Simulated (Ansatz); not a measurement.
# C3H9BrInN: one species, many methods

The task here is to estimate one member of a computed series from the others.

Program: Ansatz 0.2.0, Gaussian basis. Level of theory: functionals in def2-TZVPP, the program's frozen cores in correlated methods. These are calculated values, not measurements.

Plan: LDA (SPW92), PBE-D4, revPBE-D4, BLYP-D4, r2SCAN-D4, B97M-V, PBE0-D4, B3LYP-D4, r2SCANh-D4, r2SCAN0-D4, HSE06-D4, BHLYP-D4, CAM-B3LYP-D4, LC-ωPBE, ωB97X-V, ωB97M-V, B2PLYP, PBE-QIDH; CCSD(T)/def2-SVP; CCSD(T)/def2-TZVPP; MP2/def2-QZVPP; extrapolation to the limit.

## Structure used throughout

An earlier PBE0-D4 in a triple-zeta def2 set relaxation fixed the geometry. In takes the def2 core potential; no spin-orbit term is included.

SMILES `C[N](C)[In]([CH3])[Br]`, 15 atoms, charge 0, spin multiplicity 1.

Atoms are counted from 1 here; the program's logs count them from 0.

Bond lengths: C1–N2 1.439 Å, C1–H7 1.101 Å, C1–H8 1.101 Å, C1–H9 1.094 Å, N2–C3 1.439 Å, N2–In4 2.003 Å, C3–H10 1.092 Å, C3–H11 1.101 Å, C3–H12 1.101 Å, In4–C5 2.129 Å, In4–Br6 2.490 Å, C5–H13 1.090 Å, C5–H14 1.090 Å, C5–H15 1.089 Å. Angles: N2–C1–H7 111.7°, N2–C1–H8 111.7°, N2–C1–H9 111.4°, H7–C1–H8 106.9°, H7–C1–H9 107.4°, H8–C1–H9 107.4°, C1–N2–C3 113.2°, C1–N2–In4 122.6°, C3–N2–In4 124.2°, N2–C3–H10 111.0°, N2–C3–H11 111.5°, N2–C3–H12 111.5°, H10–C3–H11 107.8°, H10–C3–H12 107.8°, H11–C3–H12 107.1°, N2–In4–C5 129.6°, N2–In4–Br6 110.1°, C5–In4–Br6 120.3° and more.

Geometry (Å):

```xyz
15
C3H9BrInN
C    -0.29634   -1.19995    1.25405
N     0.56980   -0.49665    0.34575
C     1.94128   -0.92302    0.42713
In   -0.09415    0.93001   -0.89355
C    -2.06476    1.69242   -1.15589
Br    1.79103    1.83352   -2.24653
H    -0.29435   -2.28414    1.06218
H     0.01083   -1.05931    2.30199
H    -1.33037   -0.85461    1.16767
H     2.56508   -0.36765   -0.27561
H     2.04475   -1.99419    0.19572
H     2.35221   -0.76924    1.43665
H    -2.09396    2.72642   -0.81245
H    -2.31651    1.66570   -2.21557
H    -2.78453    1.10071   -0.59155
```

Set-up of the first run:

in.yaml

```yaml
crystal:
  periodic: [false, false, false]
  atoms:
    - {symbol: C, position_ang: [-0.296342, -1.199950, 1.254051]}
    - {symbol: N, position_ang: [0.569798, -0.496651, 0.345752]}
    - {symbol: C, position_ang: [1.941278, -0.923024, 0.427127]}
    - {symbol: In, position_ang: [-0.094154, 0.930012, -0.893545]}
    - {symbol: C, position_ang: [-2.064759, 1.692423, -1.155886]}
    - {symbol: Br, position_ang: [1.791029, 1.833517, -2.246528]}
    - {symbol: H, position_ang: [-0.294352, -2.284142, 1.062184]}
    - {symbol: H, position_ang: [0.010833, -1.059307, 2.301993]}
    - {symbol: H, position_ang: [-1.330371, -0.854606, 1.167670]}
    - {symbol: H, position_ang: [2.565075, -0.367652, -0.275611]}
    - {symbol: H, position_ang: [2.044753, -1.994189, 0.195722]}
    - {symbol: H, position_ang: [2.352213, -0.769243, 1.436654]}
    - {symbol: H, position_ang: [-2.093960, 2.726422, -0.812446]}
    - {symbol: H, position_ang: [-2.316513, 1.665697, -2.215572]}
    - {symbol: H, position_ang: [-2.784527, 1.100711, -0.591554]}
basis:
  gaussian: {orbitals: def2-TZVPP}
hamiltonian: {xc: lda}
output: {orbitals: {seedname: orbitals}}
```

Run with:

```
> ansatz run in.yaml --threads 2 --pin off --events-out ev --progress --plain --max-ram 20480MiB --backend cuda --devices 0, --max-vram 18GiB
```

Among the steps run: LDA; PBE-D4 (GGA); revPBE-D4 (GGA); BLYP-D4 (GGA); r2SCAN-D4 (meta-GGA); B97M-V (meta-GGA); PBE0-D4 (hybrid); B3LYP-D4 (hybrid); r2SCANh-D4 (hybrid); r2SCAN0-D4 (hybrid); HSE06-D4 (hybrid); BHLYP-D4 (hybrid); CAM-B3LYP-D4 (range-separated); LC-ωPBE (range-separated); ωB97X-V (range-separated); ωB97M-V (range-separated); B2PLYP (double hybrid); PBE-QIDH (double hybrid).

One table of the session follows, with a row left open; its other results are not shown here.

It belongs to the step «Frontier levels by functional». 

```
  functional  HOMO (eV)  gap (eV)
 LDA (SPW92)      -5.13      3.14
      PBE-D4      -4.97      3.23
   revPBE-D4      -4.90      3.27
     BLYP-D4      -4.87      3.18
   r2SCAN-D4      -5.17      3.68
      B97M-V      -5.27      3.64
     PBE0-D4      -6.16      5.29
    B3LYP-D4      -5.98      4.81
  r2SCANh-D4      -5.62      4.44
  r2SCAN0-D4      -6.31      5.59
    HSE06-D4          ?         ?
    BHLYP-D4      -7.33      7.10
CAM-B3LYP-D4      -7.52      7.46
     LC-ωPBE      -8.83      9.82
     ωB97X-V      -8.51      9.35
     ωB97M-V      -8.44      8.95
```

Q: Estimate the row for HSE06-D4 from the others.

The run gave: HOMO (eV): -5.76; gap (eV): 4.52. In the column «HOMO (eV)» it lies between B3LYP-D4 (-5.98) and r2SCANh-D4 (-5.62).
